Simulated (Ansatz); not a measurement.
# CH8Sn: the cost of one run

Method: RKS B3LYP-D4/def2-SVP, in Ansatz 0.2.0.

## Step 1: Starting point

Bond lengths: Sn1–C2 2.500 Å, C2–H3 1.110 Å, C2–H4 1.110 Å, C2–H5 1.110 Å, Sn1–H6 1.740 Å, Sn1–H7 1.739 Å, Sn1–H8 1.739 Å, Sn1–H9 2.040 Å. Angles (14 of 16 angles, heavy atoms first): Sn1–C2–H3 109.5°, Sn1–C2–H4 109.5°, Sn1–C2–H5 109.5°, C2–Sn1–H6 109.4°, C2–Sn1–H7 109.5°, C2–Sn1–H8 109.5°, C2–Sn1–H9 71.6°, H3–C2–H4 109.4°, H3–C2–H5 109.4°, H4–C2–H5 109.4°, H6–Sn1–H7 109.5°, H6–Sn1–H8 109.5°, H6–Sn1–H9 67.1°, H7–Sn1–H8 109.5°.

Coordinates:

```xyz
10

Sn    0.0000    0.0000    0.0000
C     0.0000    0.0000    2.5000
H    -0.9996   -0.3092    2.8705
H     0.7676   -0.7111    2.8705
H     0.2320    1.0203    2.8705
H     1.6408    0.0000   -0.5794
H    -0.8195    1.4198   -0.5794
H    -0.8195   -1.4198   -0.5794
H     1.0699    1.6134    0.6433
H     0.8382    1.2641    1.6686
```

## Step 2: A restrained relaxation towards end A

Springs on the bonds that form and break draw the guess towards this end; the thresholds are loose.

input.yaml reads:

```yaml
crystal:
  periodic: [false, false, false]
  atoms:
    - { symbol: Sn, position_ang: [0.0, 0.0, 0.0] }
    - { symbol: C, position_ang: [0.0, 0.0, 2.5] }
    - { symbol: H, position_ang: [-0.9996, -0.3092, 2.8705] }
    - { symbol: H, position_ang: [0.7676, -0.7111, 2.8705] }
    - { symbol: H, position_ang: [0.232, 1.0203, 2.8705] }
    - { symbol: H, position_ang: [1.6408, 0.0, -0.5794] }
    - { symbol: H, position_ang: [-0.8195, 1.4198, -0.5794] }
    - { symbol: H, position_ang: [-0.8195, -1.4198, -0.5794] }
    - { symbol: H, position_ang: [1.0699, 1.6134, 0.6433] }
    - { symbol: H, position_ang: [0.8382, 1.2641, 1.6686] }
basis:
  gaussian: { orbitals: def2-SVP }
hamiltonian:
  xc: b3lyp
  dispersion: d4
relax:
  f_tol: 0.15
  max_steps: 25
  restrain:
    - { distance: [0, 8], at: 2.94, k: 30.0 }
    - { distance: [9, 1], at: 2.31, k: 30.0 }
    - { distance: [0, 1], at: 2.15, k: 30.0 }
    - { distance: [9, 8], at: 0.66, k: 30.0 }
```

Launch:

```sh
$ ansatz run input.yaml --threads 2 --pin off --max-ram 3072MiB --backend cpu --events-out ev --progress --plain --runs-dir out
```

**Question.** How long does this run take on 2 threads of AMD EPYC 9R45 (Zen 5), shared host, and how much memory does it need?

About 11 s, with a peak of 0.18 GiB.
